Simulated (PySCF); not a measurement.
# C2H6Yb (Yb(CH3)2+): the cost of one run

Program: PySCF 2.14.0. Level of theory: several levels, as the steps say, no spin–orbit coupling. These are calculated values, not measurements.

### Step 1. Starting geometry

9 atoms, charge 1, spin multiplicity 1.

Bond lengths: Yb1–C2 2.223 Å, Yb1–C6 2.223 Å, C2–H3 1.106 Å, C2–H4 1.107 Å, C2–H5 1.107 Å, C6–H7 1.106 Å, C6–H8 1.107 Å, C6–H9 1.107 Å. Angles: C2–Yb1–C6 100.4°, Yb1–C2–H3 114.5°, Yb1–C2–H4 110.9°, Yb1–C2–H5 109.7°, H3–C2–H4 107.4°, H3–C2–H5 107.8°, H4–C2–H5 106.2°, Yb1–C6–H7 114.5°, Yb1–C6–H8 110.9°, Yb1–C6–H9 109.7°, H7–C6–H8 107.4°, H7–C6–H9 107.8°, H8–C6–H9 106.2°.

Geometry (Å):

```xyz
9

Yb    0.0000    0.0000   -0.2154
C     1.7081    0.0170    1.2076
H     2.6888   -0.2085    0.7487
H     1.7959    1.0007    1.7083
H     1.5317   -0.7230    2.0113
C    -1.7081   -0.0170    1.2076
H    -2.6888    0.2085    0.7487
H    -1.7959   -1.0007    1.7083
H    -1.5317    0.7230    2.0113
```

Formal oxidation states: Yb +3. Each metal's 13 4f electrons lie in its core potential, so multiplicities, spins and levels count the valence alone. An earlier session relaxed this geometry at PBE0, Yb lcecp-1-SVP with ECP59, C def2-SVP, H def2-SVP (singlet, point group C2).

At PBE0 on the finer grid: E = -118.786591 Eh, HOMO -11.80 eV, LUMO -7.27 eV, Mulliken charge on Yb1 +1.21 e, largest force component 0.005 eV/Å. 

Levels to run: PBE; r2SCAN; PBE0, TZVP. Hardware: 2 threads of Arm Neoverse V2, shared host.

### Step 2. PBE

run.py (the lines that set the calculation) reads:

```python
mol = gto.M(atom='''
Yb     0.00000     0.00000    -0.21543
C      1.70814     0.01700     1.20760
H      2.68883    -0.20852     0.74868
H      1.79590     1.00068     1.70825
H      1.53168    -0.72296     2.01134
C     -1.70814    -0.01700     1.20760
H     -2.68883     0.20852     0.74868
H     -1.79590    -1.00068     1.70825
H     -1.53168     0.72296     2.01134''',
    basis={'Yb': 'lcecp-1-SVP', 'C': 'def2-SVP', 'H': 'def2-SVP'},
    ecp={'Yb': 'lcecp-1-SVP'},
    charge=1, spin=0)
mf = dft.RKS(mol, xc='PBE')
mf.grids.atom_grid = (75, 302)  # f atoms: unpruned, at least (60, 302)
mf = mf.density_fit()  # fitting sets: Yb AutoAux, C def2-universal-JKFIT, H def2-universal-JKFIT
mf.conv_tol = 1e-08; mf.max_cycle = 55
mf.kernel(dm0)  # dm0: the density of the relaxed state
```

Run with:

```sh
OMP_NUM_THREADS=2 python run.py
```

**Question.** How long does this run take on 2 threads of Arm Neoverse V2, shared host?

About 4.6 s.
